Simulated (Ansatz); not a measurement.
Working through a scan of the Hubbard U of NaTiO3, space group Pm-3m

Computed with Ansatz's Python interface.

Contents of `POSCAR`:
```text
NaTiO3
1.0
   3.90233300    0.00000000    0.00000000
   0.00000000    3.90233300    0.00000000
   0.00000000    0.00000000    3.90233300
Na Ti O
1 1 3
Direct
   0.00000000    0.00000000    0.00000000
   0.50000000    0.50000000    0.50000000
   0.50000000    0.50000000    0.00000000
   0.50000000    0.00000000    0.50000000
   0.00000000    0.50000000    0.50000000
```

The cells in order, each with its output:

```python
import ansatz
from ase.io import read
import numpy as np
```

```python
def count_gap(report):
    # lowest empty less highest filled band, counting bands; zero where they overlap
    return max(report.get("gap_by_band_count_ev") or 0.0, 0.0)

atoms = read("POSCAR", format="vasp")
crystal = ansatz.Crystal.from_ase(atoms)

len(crystal.resolved().sites)
```

    5

```python
setup = (
    crystal.calculation()
    .functional("pbesol")
    .basis(20 * ansatz.Ry, density_ratio=8)
    .kpoints(5, 5, 5)
    .occupations("fermi_dirac", width=0.1)
    .mixing("broyden", preconditioner="none")
    .eigensolver("auto", full_accuracy=True)
    .scf(tolerance=1e-08, max_iterations=60, algorithm="direct_min")
    .band_table()
)
rows = []
for u in [1.0, 3.0, 5.0, 7.0]:
    data = setup.hubbard("Ti", "d", u_eff=u).run(threads=1, pin="off").report
    shell = data["hubbard"]["n_scf"]
    rows.append((u, count_gap(data), sum(shell) / len(shell), data["n_iterations"]))
lines = [",".join(["U_eff eV", "gap by band count eV", "Ti d occupation (projector)", "iterations"])] + [",".join(f"{v:.4f}" if isinstance(v, float) else str(v) for v in row) for row in rows]
print("\n".join(lines))
with open("plus_u.csv", "w") as handle:
    handle.write("\n".join(lines) + "\n")
print("eigenvalues of the first occupation matrix at the last U, by spin:")
for channel in data["hubbard"]["n_eig"][0]:
    print("  ", " ".join(f"{n:.3f}" for n in channel))
```

    DeckWarning: basis.ecutwfc = 272.11386245988 eV is below the records' recommended 420 eV, and the density's cutoff is lower with it unless basis.ecutrho_ratio is high enough to keep the records' density cutoff: compare with a run at a higher cutoff
    U_eff eV,gap by band count eV,Ti d occupation (projector),iterations
    1.0000,0.0000,2.2999,7
    3.0000,0.0000,2.2142,8
    5.0000,0.0000,2.1240,8
    7.0000,0.0000,2.0294,8
    eigenvalues of the first occupation matrix at the last U, by spin:
       0.148 0.148 0.148 0.285 0.285

Caveats:
- The cutoff lies under the one recommended for these potentials.
- The cell holds an odd number of electrons and is run without spin, so a magnetic state may lie lower.
- U, its shell and the double counting are chosen to explore, and aren't derived for this compound.
- For a metal this k-point mesh is coarse: on a finer one energies can move by several to tens of meV an atom and pressures by half a GPa or more, differences at one mesh by less.
- A gap by band count of zero or less means overlapping bands, a metal, and at an odd count of electrons it is no gap at all.
- A Hubbard U without spin forces both spins into the same orbitals, which can open a gap or pick a state that a spin-polarised run wouldn't.
- This cell is a computed structure, which may not be the phase found in nature.
- Gaps and levels are Kohn-Sham values on a finite set of k-points.
- Warnings are shown shortened and without file and line.
- Shell occupations and the effect of U depend on the projectors; a run with no .spin step is spin-unpolarised, and each U may end in a state that isn't the lowest.
- Finished in 17 s on 1 thread of Arm Neoverse V1 (shared host), peak memory 0.42 GiB.
